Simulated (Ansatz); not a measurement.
# CH8BNSi: the cost of one run

The runs use Ansatz 0.2.0, Gaussian basis; the settings change from run to run.

## Step 1: The relaxed structure

An earlier PBE0-D4 in a triple-zeta def2 set relaxation fixed the geometry.

SMILES `BCN[SiH3]`, 12 atoms, charge 0, spin multiplicity 1.

Atoms are counted from 1 here; the program's logs count them from 0.

Bond lengths: B1–C2 1.545 Å, B1–H5 1.196 Å, B1–H6 1.200 Å, C2–N3 1.443 Å, C2–H7 1.103 Å, C2–H8 1.112 Å, N3–Si4 1.713 Å, N3–H9 1.006 Å, Si4–H10 1.486 Å, Si4–H11 1.494 Å, Si4–H12 1.490 Å. Angles: C2–B1–H5 118.7°, C2–B1–H6 121.8°, H5–B1–H6 119.5°, B1–C2–N3 118.2°, B1–C2–H7 107.7°, B1–C2–H8 103.0°, N3–C2–H7 111.3°, N3–C2–H8 112.6°, H7–C2–H8 102.6°, C2–N3–Si4 124.6°, C2–N3–H9 114.5°, Si4–N3–H9 119.6°, N3–Si4–H10 107.3°, N3–Si4–H11 113.5°, N3–Si4–H12 110.5°, H10–Si4–H11 109.0°, H10–Si4–H12 110.2°, H11–Si4–H12 106.3°.

## Step 2: B3LYP/pcseg-2

This run has charge +1, multiplicity 2, D4 dispersion.

Contents of in.yaml:

```yaml
crystal:
  periodic: [false, false, false]
  atoms:
    - {symbol: B, position_ang: [-1.975172, 0.710161, 0.637604]}
    - {symbol: C, position_ang: [-0.774263, 0.296206, -0.241155]}
    - {symbol: N, position_ang: [0.448339, -0.095918, 0.416934]}
    - {symbol: Si, position_ang: [1.856084, -0.644130, -0.390345]}
    - {symbol: H, position_ang: [-2.971536, 1.099405, 0.102467]}
    - {symbol: H, position_ang: [-1.944642, 0.619679, 1.833398]}
    - {symbol: H, position_ang: [-0.596402, 1.105909, -0.969051]}
    - {symbol: H, position_ang: [-1.196499, -0.512470, -0.877437]}
    - {symbol: H, position_ang: [0.363395, -0.225765, 1.410589]}
    - {symbol: H, position_ang: [2.888498, -0.898330, 0.647296]}
    - {symbol: H, position_ang: [1.641676, -1.894027, -1.180472]}
    - {symbol: H, position_ang: [2.337423, 0.384080, -1.355730]}
basis:
  gaussian: {orbitals: pcseg-2}
total_charge: 1
magnetization: {spin_polarized: true, initial_magnetization: 1}
hamiltonian: {xc: {name: B3LYP}, dispersion: d4}
output: {forces: true}
```

Run with:

```
$ ansatz run in.yaml --threads 2 --pin off --events-out ev --progress --plain --max-ram 4352MiB
```

Q: Estimate wall time and peak memory on 2 threads of Intel Xeon 6975P-C, shared host.

About 5 s, with a peak of 0.65 GiB.
